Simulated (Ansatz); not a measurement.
# SrEuO2: the cost of one run

Computed with Ansatz 0.2.0 (DFT PBEsol+U (U_eff = 4 eV on Eu f), plane waves, PAW, no spin–orbit coupling unless a run says so, unless a step's input says otherwise).

1 further run of the same task is left out (it didn't finish). Runs told in other sessions of the task aren't counted.

### 1 The starting structure

The structure is trigonal, space group R-3m (No. 166). Conventional cell: a = 3.615 Å, b = 3.615 Å, c = 17.771 Å, α = 90.00°, β = 90.00°, γ = 120.00°. Eu (site symmetry -3m) is surrounded by 6 O at 2.54 Å. O (site symmetry 3m) is surrounded by 3 Eu at 2.54 Å and 3 Sr at 2.58 Å. Sr (site symmetry -3m) is surrounded by 6 O at 2.58 Å.

Structure file:

```xyz
4
Lattice="1.8074 1.0435 5.9237 -1.8074 1.0435 5.9237 0.0000 -2.0870 5.9237" Properties=species:S:1:pos:R:3 pbc="T T T"
Eu    0.0000    0.0000    8.8856
O     0.0000    0.0000   13.3587
O     0.0000    0.0000    4.4125
Sr    0.0000    0.0000    0.0000
```

### 2 Ferromagnetic start, free, symmetry kept, no search

Contents of input.yaml:

```yaml
crystal:
  lattice:
    - [1.80743234, 1.04352155, 5.9237485]
    - [-1.80743234, 1.04352155, 5.9237485]
    - [0.0, -2.08704309, 5.9237485]
  atoms:
    - { symbol: Eu, position: [0.5, 0.5, 0.5], spin: 7.0 }
    - { symbol: O, position: [0.75170292, 0.75170292, 0.75170292] }
    - { symbol: O, position: [0.24829708, 0.24829708, 0.24829708] }
    - { symbol: Sr, position: [0.0, 0.0, 0.0] }
basis:
  ecutwfc: 420
  ecutrho_ratio: 4
kpoints:
  mp_grid: { grid: [6, 6, 6] }
hamiltonian:
  xc: pbesol
  hubbard: { sites: [{ site: 0, l: f, u_eff: 4.0 }] }
scf:
  occupations: { method: gaussian, width: 0.05 }
  lower_state_search: "off"
  max_iter: 150
output:
  forces: true
  stress: true
  eigenvalues: true
  populations: true
  hubbard: { sites: [{ site: 0, l: f }] }
magnetization:
  spin_polarized: true
```

Command:

```sh
ansatz run input.yaml --threads 4 --pin off --max-ram 6144MiB --backend cpu --events-out ev --progress --plain --runs-dir out
```

**Question.** How long does this run take on 4 threads of Arm Neoverse N1, shared host, and how much memory does it need?

About 7.9 s, with a peak of 0.52 GiB.
